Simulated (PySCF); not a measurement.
# The bond of SiPb, level by level

One job finds the state of SiPb, follows it along the bond with each method and fits the curves.

Computed with PySCF 2.14.0. Level: Si def2-SVP, Pb def2-SVP with ECP60, scalar-relativistic core potentials.

### 1 The job

The job is set up so:

```yaml
atoms: Si, Pb
charge: 0
basis: Si def2-SVP, Pb def2-SVP with ECP60
Hamiltonian: scalar-relativistic core potentials
basis_functions: 44
electrons_treated: 36
masses_in_u: 27.9769, 207.9766
levels: PBE0, PBE, r²SCAN, M06, BLYP, M06-2X, CAM-B3LYP, HF, MP2, SCS-MP2, CCSD, CCSD(T)
grid: 80 radial by 434 angular points
occupations: held fixed by the projection of orbital angular momentum
dissociation_limit: Si + Pb, each in its ground configuration
starting_distance_in_angstrom: 2.510
values_of_2S_to_try: 0, 2, 4
```

On the command line:

```
OMP_NUM_THREADS=1 python dia.py task.json out
```

After this run come: The PBE0 curve of the state that the search chose; Excited determinants; PBE (GGA); r²SCAN (meta-GGA); M06 (hybrid meta-GGA); BLYP (GGA); M06-2X; CAM-B3LYP (range-separated hybrid); UHF; MP2 and coupled cluster.

**Question.** What will these runs give? Wanted: for each run, Re; ωe; De; μ.

**Answer**, as computed:

Lowest PBE0 solution found, without spin–orbit coupling: ³Σ⁻ (triplet), unpaired electrons π ↑↑. State 2 has its PBE0 minimum 0.19 eV higher, as a spin-mixed determinant (⟨S²⟩ = 1.00), so this is no gap between pure states. State 3 has its PBE0 minimum 0.25 eV higher. State 4 has its PBE0 minimum 0.43 eV higher, as a spin-mixed determinant (⟨S²⟩ = 1.01), so this is no gap between pure states. The other levels ran on the lowest alone.

```csv
level,Re (Å),ωe (cm⁻¹),De (eV),μ (D)
UHF,2.552,358,0.84,1.69
UHF-MP2,2.602,316,2.01,n/a
UHF-SCS-MP2,2.592,324,1.79,n/a
UHF-CCSD,2.603,320,1.88,n/a
UHF-CCSD(T),2.620,308,2.04,n/a
PBE,2.637,299.8,2.82,1.52
BLYP,2.669,285.5,2.68,1.23
r²SCAN,2.605,315,2.57,1.62
PBE0,2.592,324,2.54,1.63
M06,2.625,310,3.08,1.76
M06-2X,2.566,334,2.21,1.32
CAM-B3LYP,2.567,337,2.29,1.31
```

De is counted to Si + Pb in their ground configurations. A positive dipole means Si(−)Pb(+).

Bond lengths run from 2.552 Å (UHF) to 2.669 Å (BLYP). Of the levels with a De here, UHF gives the least (0.84 eV) and M06 the most (3.08 eV).

Correlated steps freeze 9 core orbitals. These are scalar-relativistic numbers at best; spin–orbit coupling would shift them, the dissociation energy most. T1 is 0.015 near the minimum (highest on the curve 0.065), which may point to more than one leading configuration. At UHF the stretched side of the curve climbs above De, by a hump or because the determinant held fixed goes to a higher limit. With spin–orbit coupling the term label itself may not hold.
